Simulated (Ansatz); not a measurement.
# k/cubic: the cell at several levels of theory

Aim: relax k/cubic (cubic fluorite host) with PBE, r2SCAN and PBEsol and see how far the functionals disagree on the cell. This is a trial cell built on a prototype, not taken from a measured structure, and it needn't be the compound's ground state.

Code: Ansatz 0.2.0. PAW datasets, plane waves, zero pressure. Computed, not measured; no magnetism was allowed, and the structure may never have been made.

### 1 The structure to begin with

This is the cell as the run starts from it, not yet at rest; its lengths are not the crystal's.

Space group Fm-3m (No. 225), cubic; conventional cell a = 5.032 Å, 10.62 Å³ an atom. Hf has 8 O at 2.18 Å; O has 4 Hf at 2.18 Å.

The structure in full:

```xyz
3
Lattice="0.0000 2.5161 2.5161 2.5161 0.0000 2.5161 2.5161 2.5161 0.0000" Properties=species:S:1:pos:R:3 pbc="T T T"
Hf    0.0000    0.0000    0.0000
O     3.7741    3.7741    3.7741
O     1.2580    1.2580    1.2580
```

### 2 Relaxing with PBE

The input, input.yaml:

```yaml
crystal:
  lattice:
    - [0.0, 2.51607961, 2.51607961]
    - [2.51607961, 0.0, 2.51607961]
    - [2.51607961, 2.51607961, 0.0]
  atoms:
    - { symbol: Hf, position: [0.0, 0.0, 0.0] }
    - { symbol: O, position: [0.75, 0.75, 0.75] }
    - { symbol: O, position: [0.25, 0.25, 0.25] }
kpoints:
  mp_grid: { grid: [8, 8, 8] }
hamiltonian:
  xc: pbe
scf:
  occupations: { method: fermi_dirac, width: 0.02 }
relax:
  f_tol: 0.005
  cell: {}
```

Launch:

```
$ ansatz run input.yaml --threads 2 --pin off --max-ram 29491MiB --backend cpu --events-out ev --progress --plain --runs-dir out
```

After this run come: r2SCAN: cell and atoms; Relaxing with PBEsol.

What does the calculation give? Wanted: for each run, a; volume; space group; SCF geometries.

The runs gave:

| level | a (Å) | volume (Å³/atom) | space group | SCF geometries |
| --- | --- | --- | --- | --- |
| PBE | 5.098 | 11.038 | Fm-3m | 7 |
| r2SCAN | 5.058 | 10.786 | Fm-3m | 5 |
| PBEsol | 5.044 | 10.693 | Fm-3m | 7 |

**Reading.** The first relaxation changed the volume by +3.9 % from the start. PBEsol gives the smallest cell and PBE the largest; they differ by 3.2 % in volume, a mean of 1.1 % in length.
